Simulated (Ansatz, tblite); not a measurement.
# (4-phenylthiophenyl)diphenylsulfonium (C₂₄H₁₉S₂+): a ladder of methods and basis sets

An exercise on one series of results from a longer session: the logs are not shown, and one member is left open.

Method: as each input shows; program: Ansatz 0.2.0, Gaussian basis.

Levels to be run: GFN1-xTB, GFN2-xTB, PBE-D4/def2-TZVP, r2SCAN-D4/def2-TZVP, LDA/def2-TZVP, PBE-QIDH/def2-TZVP, B97M-V/def2-TZVP, LC-ωPBE(0.10)/def2-SVP, LC-ωPBE(0.15)/def2-SVP, LC-ωPBE(0.20)/def2-SVP, LC-ωPBE(0.30)/def2-SVP, PBE-D4/def2-SVP, PBE0-D4/def2-SVP, HF/STO-3G, HF/6-31G, B3LYP-D4/6-31G, MP2/def2-SVP, RPA/def2-SVP.

### The structure

The singlet was relaxed beforehand with PBE-D4/def2-SVP.

SMILES `c1ccc(Sc2ccc([S+](c3ccccc3)c3ccccc3)cc2)cc1`, 45 atoms, charge 1, spin multiplicity 1.

Bond lengths: C1–C2 1.405 Å, C1–C26 1.405 Å, C1–H27 1.101 Å, C2–C3 1.403 Å, C2–H28 1.101 Å, C3–C4 1.409 Å, C3–H29 1.101 Å, C4–S5 1.791 Å, C4–C25 1.408 Å, S5–C6 1.760 Å, C6–C7 1.416 Å, C6–C24 1.419 Å, C7–C8 1.396 Å, C7–H30 1.099 Å, C8–C9 1.407 Å, C8–H31 1.100 Å, C9–S10 1.782 Å, C9–C23 1.410 Å and more. Angles: C2–C1–C26 120.2°, C2–C1–H27 119.9°, C26–C1–H27 119.9°, C1–C2–C3 120.1°, C1–C2–H28 120.1°, C3–C2–H28 119.7°, C2–C3–C4 119.4°, C2–C3–H29 120.8°, C4–C3–H29 119.7°, C3–C4–S5 119.6°, C3–C4–C25 120.7°, S5–C4–C25 119.6°, C4–S5–C6 103.1°, S5–C6–C7 124.1°, S5–C6–C24 116.6°, C7–C6–C24 119.3°, C6–C7–C8 120.5°, C6–C7–H30 119.8° and more.

The ion is computed in the gas phase, without counter-ions or solvent.

PBE0-D4/def2-TZVP was run before; its log isn't repeated, and its numbers join the tables.

Set-up of the first run:

Tight binding, by tblite at 300 K electronic temperature and without a spin-polarisation term:

```python
tblite.interface.Calculator('GFN1-xTB', numbers, positions, charge=1, uhf=0).singlepoint()
```

Tight binding, by tblite at 300 K electronic temperature and without a spin-polarisation term:

```python
tblite.interface.Calculator('GFN2-xTB', numbers, positions, charge=1, uhf=0).singlepoint()
```

start.molden holds the orbitals of an earlier run on this state, given as this run's starting guess.

The input, in.yaml:

```yaml
crystal:
  periodic: [false, false, false]
  atoms:
    - {symbol: C, position_ang: [6.113534, -0.002927, -1.421371]}
    - {symbol: C, position_ang: [5.662575, 1.081770, -0.650292]}
    - {symbol: C, position_ang: [4.913822, 0.854930, 0.514780]}
    - {symbol: C, position_ang: [4.612003, -0.467079, 0.896857]}
    - {symbol: S, position_ang: [3.710671, -0.765451, 2.415216]}
    - {symbol: C, position_ang: [2.029178, -0.720255, 1.896874]}
    - {symbol: C, position_ang: [1.615876, -0.530021, 0.555847]}
    - {symbol: C, position_ang: [0.258497, -0.507792, 0.229770]}
    - {symbol: C, position_ang: [-0.696530, -0.678395, 1.248959]}
    - {symbol: S, position_ang: [-2.450438, -0.646496, 0.937555]}
    - {symbol: C, position_ang: [-2.616887, -1.127109, -0.790712]}
    - {symbol: C, position_ang: [-2.686765, -2.510558, -1.032861]}
    - {symbol: C, position_ang: [-2.805453, -2.951766, -2.357920]}
    - {symbol: C, position_ang: [-2.866732, -2.020828, -3.408567]}
    - {symbol: C, position_ang: [-2.808589, -0.642744, -3.142251]}
    - {symbol: C, position_ang: [-2.682900, -0.179299, -1.823490]}
    - {symbol: C, position_ang: [-2.927053, 1.092426, 0.961758]}
    - {symbol: C, position_ang: [-1.976324, 2.120997, 0.881839]}
    - {symbol: C, position_ang: [-2.429335, 3.448551, 0.920177]}
    - {symbol: C, position_ang: [-3.800960, 3.727768, 1.038516]}
    - {symbol: C, position_ang: [-4.734705, 2.681705, 1.127146]}
    - {symbol: C, position_ang: [-4.302958, 1.348361, 1.097926]}
    - {symbol: C, position_ang: [-0.307586, -0.888782, 2.588167]}
    - {symbol: C, position_ang: [1.048703, -0.902296, 2.906319]}
    - {symbol: C, position_ang: [5.068073, -1.558376, 0.132199]}
    - {symbol: C, position_ang: [5.817934, -1.319490, -1.030284]}
    - {symbol: H, position_ang: [6.708215, 0.179242, -2.330055]}
    - {symbol: H, position_ang: [5.904594, 2.112967, -0.951481]}
    - {symbol: H, position_ang: [4.566857, 1.695546, 1.135176]}
    - {symbol: H, position_ang: [2.368230, -0.403786, -0.235444]}
    - {symbol: H, position_ang: [-0.051858, -0.371451, -0.816703]}
    - {symbol: H, position_ang: [-2.648052, -3.232626, -0.202737]}
    - {symbol: H, position_ang: [-2.861857, -4.030885, -2.567456]}
    - {symbol: H, position_ang: [-2.968553, -2.373165, -4.445799]}
    - {symbol: H, position_ang: [-2.864914, 0.083818, -3.966737]}
    - {symbol: H, position_ang: [-2.647143, 0.898727, -1.607086]}
    - {symbol: H, position_ang: [-0.902901, 1.892453, 0.802944]}
    - {symbol: H, position_ang: [-1.700336, 4.271010, 0.861760]}
    - {symbol: H, position_ang: [-4.145152, 4.772301, 1.071299]}
    - {symbol: H, position_ang: [-5.808054, 2.903085, 1.231129]}
    - {symbol: H, position_ang: [-5.026862, 0.522320, 1.178009]}
    - {symbol: H, position_ang: [-1.060434, -1.037940, 3.377027]}
    - {symbol: H, position_ang: [1.360497, -1.063697, 3.949602]}
    - {symbol: H, position_ang: [4.838787, -2.585937, 0.453885]}
    - {symbol: H, position_ang: [6.181295, -2.168827, -1.629478]}
basis:
  gaussian: {orbitals: def2-TZVP, fitting: {mean_field: def2-universal-jkfit}, initial_orbitals: start.molden}
total_charge: 1
hamiltonian: {xc: pbe, dispersion: d4}
scf: {omitted_lower_state_checks: [starts]}
output: {orbitals: {seedname: orbitals}}
```

On the command line:

```
> ansatz run in.yaml --threads 2 --pin off --events-out ev --progress --plain --max-ram 22528MiB --backend cuda --devices 0, --max-vram 18GiB
```

Steps of the session up to this table: PBE-D4/def2-TZVP; r2SCAN-D4/def2-TZVP; LDA/def2-TZVP; PBE-QIDH/def2-TZVP; B97M-V/def2-TZVP; LC-ωPBE(0.10)/def2-SVP; LC-ωPBE(0.15)/def2-SVP; LC-ωPBE(0.20)/def2-SVP; LC-ωPBE(0.30)/def2-SVP; PBE-D4/def2-SVP; PBE0-D4/def2-SVP; HF/STO-3G; HF/6-31G; B3LYP-D4/6-31G; MP2/def2-SVP; RPA/def2-SVP.

One of the session's tables, all rows but one given; the rest of the session is left out.

| level | HOMO (eV) | gap (eV) |
| --- | --- | --- |
| HF/STO-3G | -9.22 | 11.68 |
| HF/6-31G | -11.29 | 10.49 |
| LDA/def2-TZVP | -8.44 | 2.69 |
| PBE-D4/def2-SVP | -8.23 | 2.79 |
| PBE-D4/def2-TZVP | -8.26 | 2.74 |
| r2SCAN-D4/def2-TZVP | -8.44 | 3.03 |
| B97M-V/def2-TZVP | -8.47 | 3.14 |
| B3LYP-D4/6-31G | -8.87 | 4.48 |
| PBE0-D4/def2-SVP | -9.23 | 4.57 |
| PBE0-D4/def2-TZVP | -9.22 | 4.50 |
| LC-ωPBE(0.10)/def2-SVP | -9.61 | 5.53 |
| LC-ωPBE(0.15)/def2-SVP | -10.14 | 6.52 |
| LC-ωPBE(0.20)/def2-SVP | -10.56 | 7.27 |
| LC-ωPBE(0.30)/def2-SVP | ? | ? |

Estimate the missing values for LC-ωPBE(0.30)/def2-SVP.

As computed: HOMO (eV): -11.20; gap (eV): 8.30. In the column «HOMO (eV)» it lies between HF/6-31G (-11.29) and LC-ωPBE(0.20)/def2-SVP (-10.56).
